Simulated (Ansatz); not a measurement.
Crystal: RuS2.

```
Ru S
1.0
     1.81455    1.04763    5.48607
    -1.81455    1.04763    5.48607
     0.00000   -2.09526    5.48607
Ru S
1 2
Direct
  0.00000 0.00000 0.00000
  0.25200 0.25200 0.25200
  0.74800 0.74800 0.74800
```

The cell was built by a generator and needn't be a form met in nature.

Program: Ansatz 0.2.0. Alike in all runs: task single point; potentials or basis Ansatz PAW; cell as given; k mesh 6 × 6 × 6; smearing gaussian 0.05 eV. Hardware: 2 threads of Arm Neoverse V2 (shared host).

Question: Order these runs on this cell by their wall time, lowest first.
A. level LDA+U; spin collinear, ferromagnetic start; U Ru d U = 4 eV; cutoff (eV) 420
B. level LDA+U; spin collinear, random start; U Ru d U = 8 eV; cutoff (eV) 420
C. level r2SCAN+U; spin collinear, random start; U Ru d U = 2 eV; cutoff (eV) 500

Answer: A (62 s), C (160 s), B (660 s).

Caveats: the magnetic or orbital state may not be the lowest.
